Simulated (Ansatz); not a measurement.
Write a Python script for Ansatz's Python interface that makes energies of removing a hydrogen of AlBH₄O, SMILES O[BH][AlH2]. Use (for the species named): r2scan0, cc-pVDZ basis, multiplicity 1.

```
atom    x (Å)    y (Å)    z (Å)
   O  -1.6515   0.2651  -0.6549
   B  -0.2535   0.1948  -0.7919
  Al   0.8886   0.0006   0.8852
   H  -1.9537  -0.6129  -0.7142
   H   0.2585   0.2231  -1.8755
   H   0.2378  -0.0237   2.3405
   H   2.5350  -0.1150   0.7651
```

Script `bde_albh4o.py`:
```python
"""Cost of removing each kind of hydrogen from AlBH4O, fragments frozen."""

import ansatz
from ase import Atoms


def total_energy(molecule, charge=0, unpaired=0):
    calc = molecule.calculation().basis(gaussian="cc-pVDZ").functional("r2scan0")
    if charge:
        calc = calc.charge(charge)
    if unpaired:
        calc = calc.spin("collinear", total=unpaired)
    return calc.run(threads=1, pin="off").report["free_energy_ev"]

def without(molecule, index):
    rest = ansatz.Crystal.molecule()
    for i, site in enumerate(molecule.cartesian_sites):
        if i != index:
            rest = rest.atom(site.symbol, site.position_ang)
    return rest

atoms = Atoms(["O", "B", "Al", "H", "H", "H", "H"], positions=[
    [-1.6515, 0.2651, -0.6549],
    [-0.2535, 0.1948, -0.7919],
    [0.8886, 0.0006, 0.8852],
    [-1.9537, -0.6129, -0.7142],
    [0.2585, 0.2231, -1.8755],
    [0.2378, -0.0237, 2.3405],
    [2.535, -0.115, 0.7651],
])
albh4o = ansatz.Crystal.molecule_from_ase(atoms)

whole = total_energy(albh4o, 0)
hydrogen = total_energy(ansatz.Crystal.molecule().atom("H", (0, 0, 0)), 0, 1)
print(f"E(molecule) = {whole:.5f} eV, E(H) = {hydrogen:.5f} eV")
for index in [3, 4, 6]:
    radical = total_energy(without(albh4o, index), 0, 1)
    print(f"H{index}: homolysis {96.485332 * (radical + hydrogen - whole):.1f} kJ/mol")
    anion = total_energy(without(albh4o, index), -1)
    print(f"H{index}: loss of a proton {96.485332 * (anion - whole):.1f} kJ/mol")
```

```console
$ python bde_albh4o.py
E(molecule) = -9381.48926 eV, E(H) = -13.58463 eV
H3: homolysis 310.7 kJ/mol
H3: loss of a proton 1464.5 kJ/mol
H4: homolysis 365.8 kJ/mol
H4: loss of a proton 1638.7 kJ/mol
H6: homolysis 341.5 kJ/mol
H6: loss of a proton 1638.8 kJ/mol
```

What to keep in mind:
- These settings explore the input space; basis and method may be short of convergence.
- The geometry is a force-field or estimated start, not a minimum of this method, and the basis set is short of its limit. All parts are taken at fixed geometry, without zero-point energy.
- Anions want diffuse functions, which this basis lacks.
- Hardware and time: 36 s on 1 thread of Arm Neoverse V2, on a shared host, peak memory 0.24 GiB.

(Lines on the test bed's own set-up are left out of the output.)
